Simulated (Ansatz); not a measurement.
# CH3BO2S: one species, many methods

Aim: compute CH3BO2S with functionals from several rungs and with coupled cluster, and see how far each lands from CCSD(T) at the basis-set limit for the atomisation energy.

Method: functionals in def2-TZVPP, the program's frozen cores in correlated methods; program: Ansatz 0.2.0, Gaussian basis.

Levels to be run: LDA (SPW92), PBE-D4, revPBE-D4, BLYP-D4, r2SCAN-D4, B97M-V, PBE0-D4, B3LYP-D4, r2SCANh-D4, r2SCAN0-D4, HSE06-D4, BHLYP-D4, CAM-B3LYP-D4, LC-ωPBE, ωB97X-V, ωB97M-V, B2PLYP, PBE-QIDH; CCSD(T)/def2-SVP; CCSD(T)/def2-TZVPP; MP2/def2-QZVPP; extrapolation to the limit; RPA on PBE.

## Step 1: Structure used throughout

An earlier PBE0-D4 in a triple-zeta def2 set relaxation fixed the geometry.

8 atoms, charge 0, spin multiplicity 1.

Atoms are counted from 1 here; the program's logs count them from 0.

Bond lengths: O1–C2 1.202 Å, C2–O3 1.348 Å, C2–B4 1.607 Å, O3–H7 0.964 Å, B4–S5 1.747 Å, B4–H8 1.194 Å, S5–H6 1.353 Å. Angles: O1–C2–O3 119.5°, O1–C2–B4 123.5°, O3–C2–B4 116.9°, C2–O3–H7 109.2°, C2–B4–S5 117.7°, C2–B4–H8 122.6°, S5–B4–H8 119.8°, B4–S5–H6 93.8°.

## Step 2: LDA

This LDA is Slater exchange with PW92 correlation.

Input file in.yaml:

```yaml
crystal:
  periodic: [false, false, false]
  atoms:
    - {symbol: O, position_ang: [0.135113, 1.557207, 0.692605]}
    - {symbol: C, position_ang: [0.447485, 0.411315, 0.510087]}
    - {symbol: O, position_ang: [1.500553, -0.104889, 1.175559]}
    - {symbol: B, position_ang: [-0.326636, -0.570187, -0.499866]}
    - {symbol: S, position_ang: [-1.695075, 0.077283, -1.371890]}
    - {symbol: H, position_ang: [-1.586180, 1.304873, -0.812447]}
    - {symbol: H, position_ang: [1.617143, -1.026369, 0.918399]}
    - {symbol: H, position_ang: [-0.000204, -1.706333, -0.668247]}
basis:
  gaussian: {orbitals: def2-TZVPP}
hamiltonian: {xc: lda}
output: {orbitals: {seedname: orbitals}}
```

Started as:

```
> ansatz run in.yaml --threads 2 --pin off --events-out ev --progress --plain --max-ram 4352MiB
```

After this run come: PBE-D4 (GGA); revPBE-D4 (GGA); BLYP-D4 (GGA); r2SCAN-D4 (meta-GGA); B97M-V (meta-GGA); B3LYP-D4 (hybrid); r2SCANh-D4 (hybrid); r2SCAN0-D4 (hybrid); HSE06-D4 (hybrid); BHLYP-D4 (hybrid); CAM-B3LYP-D4 (range-separated); LC-ωPBE (range-separated); ωB97X-V (range-separated); ωB97M-V (range-separated); B2PLYP (double hybrid); PBE-QIDH (double hybrid); CCSD(T) in def2-SVP; CCSD(T) in def2-TZVPP; MP2 in def2-QZVPP; RPA on PBE orbitals.

Q: Predict the results of all the runs planned. Wanted: atomisation energy, CCSD(T)/CBS; farthest beyond LDA; mean size of error, GGA; mean size of error, meta-GGA; mean size of error, hybrid; mean size of error, range-separated; mean size of error, double hybrid; gap, smallest and largest; T1 diagnostic.

**Answer**, as computed:

| quantity | value |
| --- | --- |
| atomisation energy, CCSD(T)/CBS | 3175.5 kJ/mol |
| functionals within 15.9 kJ/mol (0.5 %) | B3LYP-D4, r2SCANh-D4, LC-ωPBE, PBE-QIDH |
| farthest beyond LDA | BHLYP-D4 (-148.0 kJ/mol) |
| mean size of error, GGA | 77.5 kJ/mol |
| mean size of error, meta-GGA | 41.9 kJ/mol |
| mean size of error, hybrid | 46.8 kJ/mol |
| mean size of error, range-separated | 20.4 kJ/mol |
| mean size of error, double hybrid | 16.5 kJ/mol |
| gap, smallest and largest | 3.00 eV (LDA (SPW92)), 10.60 eV (LC-ωPBE) |
| T1 diagnostic | 0.0173 |
| triples share of the correlation energy | 4.3 % |

**Reading.** The LDA atomisation energy is off by 608.9 kJ/mol (19 %): it overbinds. PBE-D4 misses by +148.0 kJ/mol. Double hybrids carry the basis error of their MP2 part in triple zeta, and no dispersion term here, so their miss is partly the set-up's. Taken by rung, double hybrid functionals do best (16.5 kJ/mol on average) and GGA ones worst beyond LDA (77.5 kJ/mol). The gap between the best rungs is small, so their order is not settled. The reference freezes the cores and leaves out relativity and excitations past (T), so misses under about 15.9 kJ/mol can't be ranked. Hartree-Fock recovers 69 % of the binding; the rest is correlation. CCSD(T) in def2-SVP is off by -169.5 kJ/mol, more than most functionals: a good method in a small basis is no reference. Orbital gaps span 3.0 to 10.6 eV; exact exchange widens them.
